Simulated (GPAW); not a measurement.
Here is a GPAW 26.7.0 calculation.

The input run.py:

```python
from ase.dft.bandgap import bandgap
from ase.io import read, write
from gpaw import GPAW, PW
from gpaw.response.df import DielectricFunction

atoms = read('HfB.xyz')

calc = GPAW(mode=PW(550),
            xc='LDA',
            kpts={'size': (8, 8, 8), 'gamma': True},
            occupations={'name': 'fermi-dirac', 'width': 0.05},
            setups={'Hf': ':d,4.5'},
            nbands=17,
            convergence={'density': 1e-06},
            maxiter=150,
            txt='gpaw.txt')
atoms.calc = calc
energy = atoms.get_potential_energy()
calc.write('gs.gpw')
write('result.traj', atoms)
print(f'Energy: {energy:.6f} eV')
print('Fermi level:', round(calc.get_fermi_level(), 4), 'eV')
print(f'Gap: {bandgap(calc)[0]:.4f} eV, direct: {bandgap(calc, direct=True)[0]:.4f} eV')

dense = calc.fixed_density(kpts={'size': (25, 25, 25), 'gamma': True},
                           nbands=30, convergence={'bands': 24, 'eigenstates': 1e-7},
                           update_fermi_level=True, txt='dense.txt')
dense.write('dense.gpw', mode='all')

df = DielectricFunction('dense.gpw', frequencies={'type': 'nonlinear', 'domega0': 0.05, 'omega2': 10},
                        eta=0.2, ecut=60, nbands=24, rate='eta', txt='df.txt')
for direction in ['x']:
    df.get_dielectric_function(xc='RPA', direction=direction, filename=f'df_{direction}.csv')
```

The input HfB.xyz:

```xyz
2
Lattice="0.0000000000 2.3100000000 2.3100000000 2.3100000000 0.0000000000 2.3100000000 2.3100000000 2.3100000000 0.0000000000" Properties=species:S:1:pos:R:3 pbc="T T T"
Hf     2.3100000000      2.3100000000      2.3100000000
B      0.0000000000      0.0000000000      0.0000000000
```

Potentials or basis: the program's PAW data sets (release 1.2.1) made for this functional, pw.

Command:

```sh
$ OMP_NUM_THREADS=1 python run.py
```

(1) Estimate the band gap on the k mesh.

Results:

(1) none (metal or under the smearing width).

Caveat: the intraband term hangs on this k mesh; the long-wavelength limit can be off by several per cent where d states take part; response on these states lacks terms of the Hamiltonian; independent-particle spectra lack excitons; U without spin polarisation on a metal has little footing; the U is typed as a test and isn't derived for this compound.
